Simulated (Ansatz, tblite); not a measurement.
# Ga(PH3)F3 (F₃GaH₃P): one state, many levels

Aim: run the singlet of Ga(PH3)F3 (F₃GaH₃P) at one geometry on many levels, and compare frontier levels, spin and run time.

Method: as each input shows; program: Ansatz 0.2.0, Gaussian basis.

The runs, in order: GFN1-xTB, GFN2-xTB, PBE-D4/def2-TZVP, r2SCAN-D4/def2-TZVP, BHLYP-D4/def2-TZVP, LDA/def2-TZVP, r2SCANh-D4/def2-TZVP, PBE-D4/def2-SVP, PBE0-D4/def2-SVP, HF/STO-3G, CCSD(T)/def2-SVP, MP2/def2-TZVP.

2 further runs of the same task are left out: 2 set aside as unsound or not needed.

## (1) The relaxed structure

The geometry is that of the singlet, from an earlier relaxation (PBE0-D4/def2-SVP).

8 atoms, charge 0, spin multiplicity 1.

Bond lengths: F1–Ga4 1.753 Å, F2–Ga4 1.753 Å, F3–Ga4 1.753 Å, Ga4–P5 2.490 Å, P5–H6 1.414 Å, P5–H7 1.414 Å, P5–H8 1.414 Å. Angles: F1–Ga4–F2 117.1°, F1–Ga4–F3 117.2°, F1–Ga4–P5 99.9°, F2–Ga4–F3 117.2°, F2–Ga4–P5 100.0°, F3–Ga4–P5 99.6°, Ga4–P5–H6 117.3°, Ga4–P5–H7 117.0°, Ga4–P5–H8 117.1°, H6–P5–H7 100.9°, H6–P5–H8 100.8°, H7–P5–H8 100.8°.

PBE0-D4/def2-TZVP was run before; its log isn't repeated, and its numbers join the tables.

## (2) GFN1-xTB

Tight binding, by tblite at 300 K electronic temperature and without a spin-polarisation term:

```python
tblite.interface.Calculator('GFN1-xTB', numbers, positions, charge=0, uhf=0).singlepoint()
```

Energy -575.2747 eV, HOMO -13.03 eV, LUMO -7.21 eV; 0.004 s.

## (3) GFN2-xTB

Tight binding, by tblite at 300 K electronic temperature and without a spin-polarisation term:

```python
tblite.interface.Calculator('GFN2-xTB', numbers, positions, charge=0, uhf=0).singlepoint()
```

Energy -533.7619 eV, HOMO -12.95 eV, LUMO -7.24 eV; 0.003 s.

## (4) PBE-D4/def2-TZVP

start.molden holds the orbitals of an earlier run on this state, given as this run's starting guess.

The input, in.yaml:

```yaml
crystal:
  periodic: [false, false, false]
  atoms:
    - {symbol: F, position_ang: [1.721804, -0.011737, -1.680564]}
    - {symbol: F, position_ang: [-0.848349, 1.517345, -1.665995]}
    - {symbol: F, position_ang: [-0.887519, -1.473733, -1.674557]}
    - {symbol: Ga, position_ang: [-0.003698, 0.009670, -1.374787]}
    - {symbol: P, position_ang: [0.003485, -0.005976, 1.115606]}
    - {symbol: H, position_ang: [0.713798, 1.027512, 1.768187]}
    - {symbol: H, position_ang: [0.550298, -1.145524, 1.748619]}
    - {symbol: H, position_ang: [-1.249829, 0.082442, 1.763492]}
basis:
  gaussian: {orbitals: def2-TZVP, initial_orbitals: start.molden}
hamiltonian: {xc: pbe, dispersion: d4}
scf: {omitted_lower_state_checks: [starts]}
output: {forces: true, orbitals: {seedname: orbitals}}
```

Run with:

```bash
$ ansatz run in.yaml --threads 2 --pin off --events-out ev --progress --plain --max-ram 4352MiB
```

Standard output:

```text
Functional definition: PBE
  name "PBE"
  cite "Perdew, Burke & Ernzerhof, Phys. Rev. Lett. 77, 3865 (1996) doi:10.1103/PhysRevLett.77.3865"
  parent pbe
  parameter kappa = 0.804
  parameter beta = 0.06672455060314922
  exchange = pbe_x(kappa = kappa, mu = beta*pi^2/3)
  correlation = pbe_c(beta = beta)
these checks for a lower state are left out or cut short: starts
1238 factors; their error is unknown
mean field evaluation 1: about -69853.7121 eV, gradient 1.4e1 eV
mean field evaluation 2: about -69853.9062 eV, gradient 2.1e-1 eV
mean field evaluation 4: about -69853.8875 eV, gradient 3.4e-4 eV
mean field -69853.88749233 eV, -2567.0830166776 hartree, gradient 1.4e-5 eV, S^2 0.000000; 0 other end points of the search recorded, 0 dependent functions left out
the calculation of the forces begins
reference -69853.88753509 eV, -2567.0830182491 hartree; 38, 38 occupied and 158, 158 virtual orbitals, 1238 factors
Total energy: -69854.05798287 eV, -2567.0892820895 hartree
Atom 0 at     1.721804    -0.011737    -1.680564 Å, force     0.611357    -0.009027    -0.106925 eV/Å
Atom 1 at    -0.848349     1.517345    -1.665995 Å, force    -0.298194     0.532935    -0.101223 eV/Å
Atom 2 at    -0.887519    -1.473733    -1.674557 Å, force    -0.315857    -0.527098    -0.106802 eV/Å
Atom 3 at    -0.003698     0.009670    -1.374787 Å, force     0.002249     0.003121     0.233066 eV/Å
Atom 4 at     0.003485    -0.005976     1.115606 Å, force    -0.000112     0.002503    -0.129720 eV/Å
Atom 5 at     0.713798     1.027512     1.768187 Å, force     0.013968     0.022100     0.070020 eV/Å
Atom 6 at     0.550298    -1.145524     1.748619 Å, force     0.013404    -0.024402     0.070911 eV/Å
Atom 7 at    -1.249829     0.082442     1.763492 Å, force    -0.026816    -0.000133     0.070673 eV/Å
Dipole moment:     0.003584    -0.007534     1.270213 e Å
Checks for a lower state left out: starts
```

It took 2.8 s on 2 threads of Arm Neoverse V2, shared host.

Report: HOMO -8.20 eV, LUMO -1.81 eV.

## (5) r2SCAN-D4/def2-TZVP

Changes to in.yaml since step 4:

```diff
@@ -13,4 +13,4 @@
   gaussian: {orbitals: def2-TZVP, initial_orbitals: start.molden}
-hamiltonian: {xc: pbe, dispersion: d4}
+hamiltonian: {xc: r2scan, dispersion: d4}
 scf: {omitted_lower_state_checks: [starts]}
-output: {forces: true, orbitals: {seedname: orbitals}}
+output: {orbitals: {seedname: orbitals}}
```

Same command.

Standard output:

```text
Functional definition: r2SCAN
  name "r2SCAN"
  cite "Furness, Kaplan, Ning, Perdew & Sun, J. Phys. Chem. Lett. 11, 8208 (2020) doi:10.1021/acs.jpclett.0c02405"
  cite "Furness, Kaplan, Ning, Perdew & Sun, J. Phys. Chem. Lett. 11, 9248 (2020) doi:10.1021/acs.jpclett.0c03077"
  parent r2scan
  parameter k0 = 0.174
  parameter k1 = 0.065
  parameter a1 = 4.9479
  exchange = r2scan_x(k0 = k0, k1 = k1, a1 = a1)
  correlation = r2scan_c
these checks for a lower state are left out or cut short: starts
1238 factors; their error is unknown
mean field evaluation 1: about -69869.7797 eV, gradient 8.2e0 eV
mean field evaluation 2: about -69869.8230 eV, gradient 7.4e-2 eV
mean field evaluation 4: about -69869.7988 eV, gradient 9.6e-5 eV
mean field -69869.79884694 eV, -2567.6677481745 hartree, gradient 1.6e-5 eV, S^2 0.000000; 0 other end points of the search recorded, 0 dependent functions left out
reference -69869.79885928 eV, -2567.6677486281 hartree; 38, 38 occupied and 158, 158 virtual orbitals, 1238 factors
Total energy: -69869.83927297 eV, -2567.6692338037 hartree
Checks for a lower state left out: starts
```

Wall time 4.9 s (2 threads of Arm Neoverse V2, shared host).

HOMO -8.58 eV, LUMO -1.56 eV.

## (6) BHLYP-D4/def2-TZVP

Changes to in.yaml since step 5:

```diff
@@ -13,3 +13,3 @@
   gaussian: {orbitals: def2-TZVP, initial_orbitals: start.molden}
-hamiltonian: {xc: r2scan, dispersion: d4}
+hamiltonian: {xc: {name: BHLYP}, dispersion: d4}
 scf: {omitted_lower_state_checks: [starts]}
```

The command is unchanged.

Standard output:

```text
Functional definition: BHLYP
  name "BHLYP"
  cite "Becke, J. Chem. Phys. 98, 1372 (1993) doi:10.1063/1.464304"
  cite "Becke, Phys. Rev. A 38, 3098 (1988) doi:10.1103/PhysRevA.38.3098"
  cite "Lee, Yang & Parr, Phys. Rev. B 37, 785 (1988) doi:10.1103/PhysRevB.37.785"
  parameter a = 0.5
  exchange = (1 - a)*b88_x + a*exact_x
  correlation = lyp_c
these checks for a lower state are left out or cut short: starts
1427 factors; their error is unknown
mean field evaluation 1: about -69869.7742 eV, gradient 1.1e1 eV
mean field evaluation 2: about -69869.9126 eV, gradient 2.3e-1 eV
mean field evaluation 4: about -69870.3836 eV, gradient 6.9e-4 eV
mean field -69870.38362205 eV, -2567.6892382635 hartree, gradient 1.1e-5 eV, S^2 0.000000; 0 other end points of the search recorded, 0 dependent functions left out
reference -69870.38379406 eV, -2567.6892445845 hartree; 38, 38 occupied and 158, 158 virtual orbitals, 1427 factors
Total energy: -69870.61747479 eV, -2567.6978321931 hartree
Checks for a lower state left out: starts
```

It took 3.6 s on 2 threads of Arm Neoverse V2, shared host; peak memory 0.57 GiB.

From the report: HOMO -11.19 eV, LUMO 0.06 eV.

## (7) LDA/def2-TZVP

Changes to in.yaml since step 6:

```diff
@@ -13,3 +13,3 @@
   gaussian: {orbitals: def2-TZVP, initial_orbitals: start.molden}
-hamiltonian: {xc: {name: BHLYP}, dispersion: d4}
+hamiltonian: {xc: lda}
 scf: {omitted_lower_state_checks: [starts]}
```

The command is unchanged.

Standard output:

```text
Functional definition: SPW92
  name "SPW92"
  cite "Dirac, Proc. Camb. Phil. Soc. 26, 376 (1930) doi:10.1017/S0305004100016108"
  cite "Slater, Phys. Rev. 81, 385 (1951) doi:10.1103/PhysRev.81.385"
  cite "Perdew & Wang, Phys. Rev. B 45, 13244 (1992) doi:10.1103/PhysRevB.45.13244"
  exchange = slater_x
  correlation = pw_c
these checks for a lower state are left out or cut short: starts
1238 factors; their error is unknown
mean field evaluation 1: about -69704.3371 eV, gradient 5.2e1 eV
mean field evaluation 2: about -69704.9329 eV, gradient 1.0e0 eV
mean field evaluation 4: about -69704.9196 eV, gradient 1.4e-1 eV
mean field -69704.91957465 eV, -2561.6085466769 hartree, gradient 8.8e-5 eV, S^2 0.000000; 0 other end points of the search recorded, 0 dependent functions left out
reference -69704.91961413 eV, -2561.6085481280 hartree; 38, 38 occupied and 158, 158 virtual orbitals, 1238 factors
Total energy: -69704.91961413 eV, -2561.6085481280 hartree
Checks for a lower state left out: starts
```

Wall time 1.3 s (2 threads of Arm Neoverse V2, shared host).

HOMO -8.39 eV, LUMO -1.98 eV.

## (8) r2SCANh-D4/def2-TZVP

Changes to in.yaml since step 7:

```diff
@@ -13,3 +13,3 @@
   gaussian: {orbitals: def2-TZVP, initial_orbitals: start.molden}
-hamiltonian: {xc: lda}
+hamiltonian: {xc: {name: r2SCANh}, dispersion: d4}
 scf: {omitted_lower_state_checks: [starts]}
```

Same command.

Standard output (excerpt; [...] marks lines left out):

```text
Functional definition: r2SCANh
  name "r2SCANh"
  cite "Bursch, Neugebauer, Ehlert & Grimme, J. Chem. Phys. 156, 134105 (2022) doi:10.1063/5.0086040"
  cite "Furness, Kaplan, Ning, Perdew & Sun, J. Phys. Chem. Lett. 11, 8208 (2020) doi:10.1021/acs.jpclett.0c02405"
  cite "Furness, Kaplan, Ning, Perdew & Sun, J. Phys. Chem. Lett. 11, 9248 (2020) doi:10.1021/acs.jpclett.0c03077"
  parent r2scan
[...]
1261 factors; their error is unknown
[...]
mean field -69868.98453067 eV, -2567.6378226036 hartree, gradient 1.1e-5 eV, S^2 0.000000; 0 other end points of the search recorded, 0 dependent functions left out
reference -69868.98454189 eV, -2567.6378230157 hartree; 38, 38 occupied and 158, 158 virtual orbitals, 1261 factors
Total energy: -69869.02822539 eV, -2567.6394283546 hartree
Checks for a lower state left out: starts
```

Wall time 6.5 s (2 threads of Arm Neoverse V2, shared host); peak memory 0.56 GiB.

HOMO -9.17 eV, LUMO -1.24 eV.

## (9) PBE-D4/def2-SVP

Changes to in.yaml since step 8:

```diff
@@ -12,4 +12,4 @@
 basis:
-  gaussian: {orbitals: def2-TZVP, initial_orbitals: start.molden}
-hamiltonian: {xc: {name: r2SCANh}, dispersion: d4}
+  gaussian: {orbitals: def2-SVP, initial_orbitals: start.molden}
+hamiltonian: {xc: pbe, dispersion: d4}
 scf: {omitted_lower_state_checks: [starts]}
```

Launched as before.

Standard output:

```text
Functional definition: PBE
  name "PBE"
  cite "Perdew, Burke & Ernzerhof, Phys. Rev. Lett. 77, 3865 (1996) doi:10.1103/PhysRevLett.77.3865"
  parent pbe
  parameter kappa = 0.804
  parameter beta = 0.06672455060314922
  exchange = pbe_x(kappa = kappa, mu = beta*pi^2/3)
  correlation = pbe_c(beta = beta)
these checks for a lower state are left out or cut short: starts
1180 factors; their error is unknown
mean field evaluation 1: about -69833.0835 eV, gradient 1.4e1 eV
mean field evaluation 2: about -69833.5329 eV, gradient 3.4e-1 eV
mean field evaluation 4: about -69833.4793 eV, gradient 4.4e-2 eV
mean field -69833.47932965 eV, -2566.3330305324 hartree, gradient 1.8e-5 eV, S^2 0.000000; 0 other end points of the search recorded, 0 dependent functions left out
reference -69833.47937439 eV, -2566.3330321765 hartree; 38, 38 occupied and 69, 69 virtual orbitals, 1180 factors
Total energy: -69833.64982217 eV, -2566.3392960168 hartree
Checks for a lower state left out: starts
```

Run time: 1.1 s. Hardware: 2 threads of Arm Neoverse V2, shared host.

From the report: HOMO -7.89 eV, LUMO -1.44 eV.

## (10) PBE0-D4/def2-SVP

Changes to in.yaml since step 9:

```diff
@@ -13,3 +13,3 @@
   gaussian: {orbitals: def2-SVP, initial_orbitals: start.molden}
-hamiltonian: {xc: pbe, dispersion: d4}
+hamiltonian: {xc: pbe0, dispersion: d4}
 scf: {omitted_lower_state_checks: [starts]}
```

Same command.

Standard output:

```text
Functional definition: PBE0
  name "PBE0"
  cite "Adamo & Barone, J. Chem. Phys. 110, 6158 (1999) doi:10.1063/1.478522"
  cite "Perdew, Burke & Ernzerhof, Phys. Rev. Lett. 77, 3865 (1996) doi:10.1103/PhysRevLett.77.3865"
  parent pbe
  parameter a = 0.25
  parameter kappa = 0.804
  parameter beta = 0.06672455060314922
  exchange = (1 - a)*pbe_x(kappa = kappa, mu = beta*pi^2/3) + a*exact_x
  correlation = pbe_c(beta = beta)
these checks for a lower state are left out or cut short: starts
1014 factors; integrals over basis functions are off by at most 8.3e-4 eV
mean field evaluation 1: about -69835.1472 eV, gradient 1.1e1 eV
mean field evaluation 2: about -69835.3850 eV, gradient 1.7e-1 eV
mean field evaluation 4: about -69835.4851 eV, gradient 7.1e-4 eV
mean field -69835.48514294 eV, -2566.4067428109 hartree, gradient 2.1e-5 eV, S^2 0.000000; 0 other end points of the search recorded, 0 dependent functions left out
reference -69835.48517628 eV, -2566.4067440364 hartree; 38, 38 occupied and 69, 69 virtual orbitals, 1014 factors
Total energy: -69835.63057956 eV, -2566.4120875084 hartree
Checks for a lower state left out: starts
```

Run time: 1.8 s. Hardware: 2 threads of Arm Neoverse V2, shared host.

From the report: HOMO -9.61 eV, LUMO -0.58 eV.

## (11) HF/STO-3G

Changes to in.yaml since step 10:

```diff
@@ -12,4 +12,4 @@
 basis:
-  gaussian: {orbitals: def2-SVP, initial_orbitals: start.molden}
-hamiltonian: {xc: pbe0, dispersion: d4}
+  gaussian: {orbitals: STO-3G}
+hamiltonian: {xc: hf}
 scf: {omitted_lower_state_checks: [starts]}
```

Same command.

Standard output:

```text
Functional definition: HF
  name "HF"
  cite "Fock, Z. Phys. 61, 126 (1930) doi:10.1007/BF01340294"
  parent pbe
  exchange = exact_x
  correlation = 0
these checks for a lower state are left out or cut short: starts
540 factors; integrals over basis functions are off by at most 3.3e-5 eV
mean field evaluation 1: about -68939.2663 eV, gradient 2.9e1 eV
mean field evaluation 2: about -68939.3530 eV, gradient 2.9e1 eV
mean field evaluation 4: about -68944.3451 eV, gradient 2.3e0 eV
mean field evaluation 8: about -68944.3899 eV, gradient 2.1e-4 eV
mean field -68944.38989454 eV, -2533.6595964385 hartree, gradient 1.1e-5 eV, S^2 0.000000; 0 other end points of the search recorded, 0 dependent functions left out
reference -68944.38989454 eV, -2533.6595964385 hartree; 38, 38 occupied and 7, 7 virtual orbitals, 540 factors
Total energy: -68944.38989454 eV, -2533.6595964385 hartree
Checks for a lower state left out: starts
```

Run time: 0.2 s. Hardware: 2 threads of Arm Neoverse V2, shared host.

Report: HOMO -5.90 eV, LUMO 9.71 eV.

## (12) CCSD(T)/def2-SVP

Changes to in.yaml since step 11:

```diff
@@ -12,4 +12,4 @@
 basis:
-  gaussian: {orbitals: STO-3G}
-hamiltonian: {xc: hf}
+  gaussian: {orbitals: def2-SVP, initial_orbitals: start.molden}
+correlation: {method: ccsd_t}
 scf: {omitted_lower_state_checks: [starts]}
```

Launched as before.

Standard output (excerpt; [...] marks lines left out):

```text
Functional definition: HF
  name "HF"
  cite "Fock, Z. Phys. 61, 126 (1930) doi:10.1007/BF01340294"
  parent pbe
[...]
1014 factors; integrals over basis functions are off by at most 8.3e-4 eV
[...]
mean field -69758.86003044 eV, -2563.5908218649 hartree, gradient 2.7e-6 eV, S^2 0.000000; 0 other end points of the search recorded, 0 dependent functions left out
17 core orbitals not correlated: weight in the atoms' cores, before any rotation towards them, 1.000 or more for the frozen orbitals, at most 0.000 for the correlated occupied ones
reference -69758.86003044 eV, -2563.5908218649 hartree; 21, 21 occupied and 69, 69 virtual orbitals, 1014 factors
second order -24.49319961 eV of doubles, -0.00000000 eV of singles
cycle   1  -24.18354252 eV  change    3.1e-1 eV  update   1.3e-1
[...]
cycle   9  -24.96628128 eV  change   -4.8e-6 eV  update   2.4e-5
perturbative correction -0.49832135 eV, -0.0183129718 hartree
Total energy: -69784.32463306 eV, -2564.5266287509 hartree
Checks for a lower state left out: starts
```

It took 10 s on 2 threads of Arm Neoverse V2, shared host.

Hartree-Fock HOMO -13.27 eV, LUMO 2.80 eV; T1 0.013.

## (13) MP2/def2-TZVP

Changes to in.yaml since step 12:

```diff
@@ -12,4 +12,4 @@
 basis:
-  gaussian: {orbitals: def2-SVP, initial_orbitals: start.molden}
-correlation: {method: ccsd_t}
+  gaussian: {orbitals: def2-TZVP, initial_orbitals: start.molden}
+correlation: {method: mp2}
 scf: {omitted_lower_state_checks: [starts]}
```

The command is unchanged.

Standard output:

```text
Functional definition: HF
  name "HF"
  cite "Fock, Z. Phys. 61, 126 (1930) doi:10.1007/BF01340294"
  parent pbe
  exchange = exact_x
  correlation = 0
these checks for a lower state are left out or cut short: starts
1316 factors; integrals over basis functions are off by at most 1.0e-3 eV
mean field evaluation 1: about -69777.8785 eV, gradient 3.9e1 eV
mean field evaluation 2: about -69779.1427 eV, gradient 1.6e0 eV
mean field evaluation 4: about -69779.3707 eV, gradient 2.1e-2 eV
mean field evaluation 8: about -69779.3707 eV, gradient 2.4e-6 eV
mean field -69779.37071607 eV, -2564.3445756594 hartree, gradient 6.7e-6 eV, S^2 0.000000; 0 other end points of the search recorded, 0 dependent functions left out
17 core orbitals not correlated: weight in the atoms' cores, before any rotation towards them, 1.000 or more for the frozen orbitals, at most 0.000 for the correlated occupied ones
reference -69779.37071607 eV, -2564.3445756594 hartree; 21, 21 occupied and 158, 158 virtual orbitals, 1316 factors
second order -30.80759379 eV of doubles, -0.00000000 eV of singles
Total energy: -69810.17830987 eV, -2565.4767338492 hartree
Checks for a lower state left out: starts
```

It took 3 s on 2 threads of Arm Neoverse V2, shared host.

Hartree-Fock HOMO -13.25 eV, LUMO 2.43 eV.

## (14) Comparison

| level | functions | HOMO (eV) | LUMO (eV) | gap (eV) | time |
| --- | --- | --- | --- | --- | --- |
| HF/STO-3G | 45 | -5.90 | 9.71 | 15.62 | 0.2 s |
| LDA/def2-TZVP | 196 | -8.39 | -1.98 | 6.40 | 1.3 s |
| PBE-D4/def2-SVP | 107 | -7.89 | -1.44 | 6.46 | 1.1 s |
| PBE-D4/def2-TZVP | 196 | -8.20 | -1.81 | 6.38 | 2.8 s |
| r2SCAN-D4/def2-TZVP | 196 | -8.58 | -1.56 | 7.02 | 4.9 s |
| r2SCANh-D4/def2-TZVP | 196 | -9.17 | -1.24 | 7.93 | 6.5 s |
| PBE0-D4/def2-SVP | 107 | -9.61 | -0.58 | 9.03 | 1.8 s |
| PBE0-D4/def2-TZVP | 196 | -9.78 | -0.91 | 8.86 | 3.6 s |
| BHLYP-D4/def2-TZVP | 196 | -11.19 | 0.06 | 11.25 | 3.6 s |

Energy pieces by basis (eV):

| basis | HF | MP2 correlation | CCSD correlation | (T) | total |
| --- | --- | --- | --- | --- | --- |
| def2-SVP | -69758.8600 | -24.4932 | -24.9663 | -0.4983 | -69784.3246 |
| def2-TZVP | -69779.3707 | -30.8076 |  |  | -69810.1783 (MP2) |

The correlation energy is far from converged in these sets, so it jumps between bases; where outer-core shells are correlated, the sets cover them unevenly.

## (15) Binding energy

Free atoms were run apart at each level; binding is atoms less cluster, divided by the number of atoms, without zero-point or spin-orbit terms.

Differences are taken before rounding.

| method | binding an atom (eV) | from CCSD(T)/def2-SVP (eV) | time |
| --- | --- | --- | --- |
| HF/def2-SVP | 2.276 | -0.763 |  |
| HF/def2-TZVP | 2.301 | -0.739 |  |
| LDA/def2-TZVP | 3.767 | +0.728 | 1.3 s |
| PBE-D4/def2-SVP | 3.294 | +0.254 | 1.1 s |
| PBE-D4/def2-TZVP | 3.282 | +0.243 | 2.8 s |
| r2SCAN-D4/def2-TZVP | 3.262 | +0.222 | 4.9 s |
| r2SCANh-D4/def2-TZVP | 3.224 | +0.185 | 6.5 s |
| PBE0-D4/def2-SVP | 3.187 | +0.148 | 1.8 s |
| PBE0-D4/def2-TZVP | 3.193 | +0.153 | 3.6 s |
| BHLYP-D4/def2-TZVP | 3.108 | +0.069 | 3.6 s |
| MP2/def2-SVP | 3.128 | +0.088 |  |
| MP2/def2-TZVP | 3.254 | +0.215 | 3 s |
| CCSD/def2-SVP | 3.010 | -0.030 |  |
| CCSD(T)/def2-SVP | 3.040 | 0 | 10 s |

Among the levels timed on like hardware and quicker than the yardstick, those that no quicker one beats, quickest first: PBE-D4/def2-SVP (1.1 s, +0.254 eV); PBE0-D4/def2-SVP (1.8 s, +0.148 eV); BHLYP-D4/def2-TZVP (3.6 s, +0.069 eV).

## (16) Outcome

| quantity | value |
| --- | --- |
| gap in def2-TZVP, named functionals, smallest and largest | 6.38 eV (PBE-D4), 11.25 eV (BHLYP-D4) |
| correlation energy, CCSD(T)/def2-SVP | -25.46 eV |
| correlation energy, MP2/def2-TZVP | -30.81 eV |
| binding an atom, CCSD(T)/def2-SVP | 3.040 eV |
| PBE0 total energy, smallest basis above largest | 20.28 eV (def2-SVP, def2-TZVP) |

Over the named functionals in def2-TZVP the gap runs from 6.38 eV (PBE-D4) to 11.25 eV (BHLYP-D4); exact exchange widens it. The functionals in def2-TZVP miss CCSD(T)/def2-SVP by +0.069 (BHLYP-D4) to +0.728 eV (LDA) an atom. The yardstick is in a double-zeta basis, so levels in larger sets aren't compared like for like. The reference is CCSD(T) in one finite basis, so it carries an error of its own, often a tenth of an eV or more, and near misses can't be ranked.

For cost: BHLYP-D4/def2-TZVP gets within 0.069 eV in 3.6 s, where CCSD(T)/def2-SVP took 10 s; the quickest level in the cost chart, PBE-D4/def2-SVP, takes 1.1 s and misses by 0.254 eV. The slowest run with a step of its own, CCSD(T)/def2-SVP, took 10 s; the quickest functional in def2-TZVP took 1.3 s (shared host).
